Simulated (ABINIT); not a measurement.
Runs of ABINIT 10.8.3 (patched build) on Ta4O. The structure is tetragonal, space group P4/mmm (No. 123). Conventional cell: a = 3.257 Å, b = 3.257 Å, c = 7.409 Å, α = 90.00°, β = 90.00°, γ = 90.00°. Ta (site symmetry 4/mmm) is surrounded by 8 Ta at 2.81 Å. Ta (site symmetry 4mm) has 1 O at 2.10 Å as nearest neighbours. Around Ta (site symmetry 4/mmm) lie 4 O at 2.30 Å. O (site symmetry 4/mmm) has 6 Ta at 2.10 to 2.30 Å as nearest neighbours. The cell comes from a database or a generator and needn't be the stable form of this composition.

```csv
task,level,potentials or basis,cell,k mesh,cutoff (eV),fine-grid cutoff,gap on the mesh (eV),pressure (GPa),largest force (eV/Å)
band structure,PBE,JTH PAW PBE v2.0,as given,8 × 8 × 4,626,1224.51 eV,none,-1.4,0.01
single point,PBEsol,PseudoDojo NC SR PBEsol v0.4.1 standard,"atoms moved at random, drawn with an rms of 0.05 Å",8 × 8 × 4,1143,-,none,-7.6,0.91
band structure,LDA,JTH PAW LDA v2.0,as given,8 × 8 × 4,626,1224.51 eV,none,(b),(a)
band structure,r2SCAN,JTH PAW PBE v2.0,as given,7 × 7 × 3,762,1360.57 eV,none,-5.0,0.23
band structure,PBEsol,PseudoDojo NC SR PBEsol v0.4.1 standard,as given,8 × 8 × 4,1143,-,none,-8.2,0.07
```

Alike in all rows: no spin polarisation; smearing fermi-dirac 0.05 eV.

Task: Fill in the values left out.

Result: (a) 0.05; (b) -14.1.

Caveats: spin-orbit coupling is left out, which moves the levels of the heavy elements (some runs); the PAW data sets were made with another functional, which shifts forces and pressure a little (some runs).

A k mesh can miss the band edges, and the runs leave out spin-orbit coupling on Ta.

A gap of «none» marks a metal or a gap under the smearing width.
